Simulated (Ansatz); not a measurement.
# FGaH₃NS: a ladder of functionals and wavefunction methods

The task here is to estimate one member of a computed series from the others.

Method: functionals in def2-TZVPP, the program's frozen cores in correlated methods; program: Ansatz 0.2.0, Gaussian basis.

The runs, in order: PBE-D4, r2SCAN-D4, PBE0-D4, B3LYP-D4, ωB97X-V, ωB97M-V, B2PLYP; CCSD(T)/def2-TZVPP; CCSD(T)/def2-QZVPP; extrapolation to the limit.

**The relaxed structure**

All runs share one geometry, relaxed beforehand with PBE0-D4 in a triple-zeta def2 set.

SMILES `[NH2][Ga]([F])[SH]`, 7 atoms, charge 0, spin multiplicity 1.

Atoms are counted from 1 here; the program's logs count them from 0.

Bond lengths: N1–Ga2 1.799 Å, N1–H5 1.005 Å, N1–H6 1.006 Å, Ga2–F3 1.755 Å, Ga2–S4 2.181 Å, S4–H7 1.344 Å. Angles: Ga2–N1–H5 122.9°, Ga2–N1–H6 121.0°, H5–N1–H6 112.6°, N1–Ga2–F3 116.2°, N1–Ga2–S4 127.1°, F3–Ga2–S4 116.6°, Ga2–S4–H7 91.7°.

The first run:

Contents of in.yaml:

```yaml
crystal:
  periodic: [false, false, false]
  atoms:
    - {symbol: N, position_ang: [-1.255245, 0.646772, 0.581922]}
    - {symbol: Ga, position_ang: [0.281390, -0.137773, 0.073793]}
    - {symbol: F, position_ang: [1.265617, -0.818384, 1.357461]}
    - {symbol: S, position_ang: [1.091281, -0.259310, -1.947975]}
    - {symbol: H, position_ang: [-1.967035, 0.926218, -0.070169]}
    - {symbol: H, position_ang: [-1.609423, 0.535678, 1.516742]}
    - {symbol: H, position_ang: [2.193414, -0.893202, -1.511775]}
basis:
  gaussian: {orbitals: def2-TZVPP}
hamiltonian: {xc: pbe, dispersion: d4}
output: {forces: true, orbitals: {seedname: orbitals}}
```

On the command line:

```sh
> ansatz run in.yaml --threads 2 --pin off --events-out ev --progress --plain --max-ram 32768MiB --backend cpu
```

Steps of the session up to this table: PBE-D4 (GGA); r2SCAN-D4 (meta-GGA); PBE0-D4 (hybrid); B3LYP-D4 (hybrid); ωB97X-V (range-separated); ωB97M-V (range-separated); B2PLYP (double hybrid); CCSD(T) in def2-TZVPP; CCSD(T) in def2-QZVPP.

One table of the session follows, with a row left open; its other results are not shown here.

| method | atomisation energy (kJ/mol) |
| --- | --- |
| PBE-D4 | 2271.2 |
| r2SCAN-D4 | ? |
| PBE0-D4 | 2213.3 |
| B3LYP-D4 | 2211.5 |
| ωB97X-V | 2251.5 |
| ωB97M-V | 2236.6 |
| B2PLYP | 2202.7 |
| HF/def2-TZVPP | 1503.2 |
| MP2/def2-TZVPP | 2237.4 |
| CCSD/def2-TZVPP | 2135.7 |
| CCSD(T)/def2-TZVPP | 2178.6 |
| MP2/CBS | 2306.9 |
| CCSD(T)/CBS | 2248.2 |

**Question.** Estimate the row for r2SCAN-D4.

As computed: atomisation energy (kJ/mol): 2235.7. In the column «atomisation energy (kJ/mol)» it lies between PBE0-D4 (2213.3) and ωB97M-V (2236.6).
